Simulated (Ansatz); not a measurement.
Runs of Ansatz 0.2.0 on AlO2. It takes space group Cmcm (No. 63, orthorhombic). Conventional cell: a = 2.976 Å, b = 10.806 Å, c = 3.647 Å, α = 90.00°, β = 90.00°, γ = 90.00°. Al (site symmetry m2m) has 6 O at 1.87 to 2.02 Å as nearest neighbours. Around O (site symmetry m2m) lie 2 Al at 1.88 Å. Around O (site symmetry m2m) lie 4 Al at 1.87 to 2.02 Å. The cell comes from a database or a generator and needn't be the stable form of this composition.

```csv
level,cutoff (eV),gap on the mesh (eV),pressure (GPa),largest force (eV/Å)
LDA,420,none,-11.7,(c)
revPBE,420,none,2.3,0.77
RPBE,420,none,3.4,0.79
r2SCAN,500,none,-7.4,0.79
PBEsol,420,none,(b),(d)
PBE,420,none,-1.2,(a)
BLYP,420,none,2.0,0.71
```

Alike in all rows: task projected density of states; potentials or basis Ansatz PAW; no spin polarisation; cell as given; k mesh 9 × 9 × 7; smearing fermi-dirac 0.05 eV.

**Question.** Fill in the values left out.

**Answer.** (a) 0.70; (b) -5.9; (c) 0.45; (d) 0.64.

Caveats: the density of states is complete only up to the lowest level of the last band computed; the PAW data sets come from PBE, with cores solved anew for the run's functional, which leaves a small shift of forces and pressure (some runs).

A gap of «none» marks a metal or a gap under the smearing width.
